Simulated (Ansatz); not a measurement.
# C₄H₇F₃: up Jacob's ladder to CCSD(T)

An exercise on one series of results from a longer session: the logs are not shown, and one member is left open.

Program: Ansatz 0.2.0, Gaussian basis. Level of theory: functionals in def2-TZVPP, the program's frozen cores in correlated methods. These are calculated values, not measurements.

Levels to be run: LDA (SPW92), PBE-D4, revPBE-D4, BLYP-D4, r2SCAN-D4, B97M-V, PBE0-D4, B3LYP-D4, r2SCANh-D4, r2SCAN0-D4, HSE06-D4, BHLYP-D4, CAM-B3LYP-D4, LC-ωPBE, ωB97X-V, ωB97M-V, B2PLYP, PBE-QIDH; CCSD(T)/def2-SVP; MP2/def2-TZVPP; MP2/def2-QZVPP; RPA on PBE.

### The relaxed structure

An earlier PBE0-D4 in a triple-zeta def2 set relaxation fixed the geometry.

SMILES `CCC(F)C(F)F`, 14 atoms, charge 0, spin multiplicity 1.

Atoms are counted from 1 here; the program's logs count them from 0.

Bond lengths: C1–C2 1.520 Å, C1–H8 1.092 Å, C1–H9 1.091 Å, C1–H10 1.092 Å, C2–C3 1.512 Å, C2–H11 1.093 Å, C2–H12 1.094 Å, C3–F4 1.385 Å, C3–C5 1.516 Å, C3–H13 1.095 Å, C5–F6 1.357 Å, C5–F7 1.352 Å, C5–H14 1.094 Å. Angles: C2–C1–H8 111.9°, C2–C1–H9 110.4°, C2–C1–H10 111.2°, H8–C1–H9 107.2°, H8–C1–H10 108.3°, H9–C1–H10 107.8°, C1–C2–C3 114.5°, C1–C2–H11 110.7°, C1–C2–H12 110.1°, C3–C2–H11 107.8°, C3–C2–H12 106.8°, H11–C2–H12 106.6°, C2–C3–F4 110.0°, C2–C3–C5 114.3°, C2–C3–H13 110.8°, F4–C3–C5 106.3°, F4–C3–H13 107.5°, C5–C3–H13 107.7° and more.

Set-up of the first run:

File in.yaml:

```yaml
crystal:
  periodic: [false, false, false]
  atoms:
    - {symbol: C, position_ang: [0.305622, -1.602897, -0.233387]}
    - {symbol: C, position_ang: [-0.754954, -0.539146, -0.468326]}
    - {symbol: C, position_ang: [-0.607717, 0.694587, 0.393221]}
    - {symbol: F, position_ang: [-0.728682, 0.354574, 1.730301]}
    - {symbol: C, position_ang: [0.727469, 1.398964, 0.252322]}
    - {symbol: F, position_ang: [0.954768, 1.672430, -1.057501]}
    - {symbol: F, position_ang: [0.697186, 2.576451, 0.916714]}
    - {symbol: H, position_ang: [1.295824, -1.268269, -0.551061]}
    - {symbol: H, position_ang: [0.071732, -2.504265, -0.802162]}
    - {symbol: H, position_ang: [0.359523, -1.879183, 0.821370]}
    - {symbol: H, position_ang: [-0.755642, -0.218561, -1.513647]}
    - {symbol: H, position_ang: [-1.748771, -0.948363, -0.265698]}
    - {symbol: H, position_ang: [-1.393352, 1.423275, 0.165462]}
    - {symbol: H, position_ang: [1.564094, 0.811204, 0.641191]}
basis:
  gaussian: {orbitals: def2-TZVPP}
hamiltonian: {xc: lda}
output: {orbitals: {seedname: orbitals}}
```

Command:

```bash
ansatz run in.yaml --threads 4 --pin off --events-out ev --progress --plain --max-ram 11315MiB
```

Among the steps run: LDA; PBE-D4 (GGA); revPBE-D4 (GGA); BLYP-D4 (GGA); r2SCAN-D4 (meta-GGA); B97M-V (meta-GGA); PBE0-D4 (hybrid); B3LYP-D4 (hybrid); r2SCANh-D4 (hybrid); r2SCAN0-D4 (hybrid); HSE06-D4 (hybrid); BHLYP-D4 (hybrid); CAM-B3LYP-D4 (range-separated); LC-ωPBE (range-separated); ωB97X-V (range-separated); ωB97M-V (range-separated); B2PLYP (double hybrid); PBE-QIDH (double hybrid).

One of the session's tables, all rows but one given; the rest of the session is left out.

It belongs to the step «Frontier levels by functional». 

```
  functional  HOMO (eV)  LUMO (eV)  gap (eV)
 LDA (SPW92)      -7.73       0.16      7.89
      PBE-D4      -7.58       0.43      8.00
   revPBE-D4      -7.50       0.52      8.02
     BLYP-D4      -7.56       0.41      7.96
   r2SCAN-D4      -7.94       0.97      8.91
      B97M-V      -8.12       0.59      8.71
     PBE0-D4          ?          ?         ?
    B3LYP-D4      -9.07       0.89      9.95
  r2SCANh-D4      -8.56       1.35      9.91
  r2SCAN0-D4      -9.49       1.76     11.25
    HSE06-D4      -8.84       0.87      9.71
    BHLYP-D4     -10.89       1.81     12.71
CAM-B3LYP-D4     -10.78       1.99     12.77
     LC-ωPBE     -12.04       3.32     15.37
     ωB97X-V     -11.73       3.11     14.84
     ωB97M-V     -11.63       2.67     14.30
```

Q: Estimate the row for PBE0-D4 from the others.

**Answer.** HOMO (eV): -9.25; LUMO (eV): 1.24; gap (eV): 10.49. In the column «HOMO (eV)» it lies between r2SCAN0-D4 (-9.49) and B3LYP-D4 (-9.07).
